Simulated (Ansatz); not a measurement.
# Ta2Al3Sn: the cost of one run

Program: Ansatz 0.2.0. Level of theory: DFT PBE, scalar-relativistic, plane waves, PAW. These are calculated values, not measurements.

## Step 1: The system as given

Symmetry: P6/mmm, No. 191, hexagonal system. The conventional cell has a = 4.126 Å, b = 4.126 Å, c = 8.676 Å, α = 90.00°, β = 90.00°, γ = 120.00°. Ta (site symmetry -6m2) is surrounded by 3 Ta at 2.38 Å and 3 Sn at 2.38 Å. Al (site symmetry -6m2) has 6 Al at 2.38 Å as nearest neighbours. Al (site symmetry 6/mmm) is surrounded by 6 Al at 2.38 Å. Around Sn (site symmetry 6/mmm) lie 6 Ta at 2.38 Å.

Coordinates:

```xyz
6
Lattice="4.1265 0.0000 0.0000 -2.0632 3.5736 0.0000 0.0000 0.0000 8.6756" Properties=species:S:1:pos:R:3 pbc="T T T"
Ta    0.0000    2.3824    4.3378
Ta    2.0632    1.1912    4.3378
Al    0.0000    2.3824    0.0000
Al    2.0632    1.1912    0.0000
Al    0.0000    0.0000    0.0000
Sn    0.0000    0.0000    4.3378
```

The cell is invented: random cell by space group and Wyckoff sites (P6/mmm, No. 191). Lengths come from tabulated atomic sizes and are only a guess.

## Step 2: Probe: one point on a coarse mesh

File input.yaml:

```yaml
crystal:
  lattice:
    - [4.12647681, 0.0, 0.0]
    - [-2.06323841, 3.57363375, 0.0]
    - [0.0, 0.0, 8.67556168]
  atoms:
    - { symbol: Ta, position: [0.33333333, 0.66666667, 0.5] }
    - { symbol: Ta, position: [0.66666667, 0.33333333, 0.5] }
    - { symbol: Al, position: [0.33333333, 0.66666667, 0.0] }
    - { symbol: Al, position: [0.66666667, 0.33333333, 0.0] }
    - { symbol: Al, position: [0.0, 0.0, 0.0] }
    - { symbol: Sn, position: [0.0, 0.0, 0.5] }
basis:
  ecutwfc: 420
kpoints:
  mp_grid: { grid: [6, 6, 2] }
hamiltonian:
  xc: pbe
scf:
  occupations: { method: gaussian, width: 0.1 }
  lower_state_search: "off"
output:
  forces: true
  stress: true
  eigenvalues: true
```

Launch:

```console
> ansatz run input.yaml --threads 1 --pin off --max-ram 2560MiB --backend cpu --events-out ev --progress --plain --runs-dir out
```

What time and memory should one allow on 1 thread of Intel Xeon Platinum 8259CL at 2.50GHz (Skylake/Cascade Lake), shared host?

About 4 s, with a peak of 0.45 GiB.
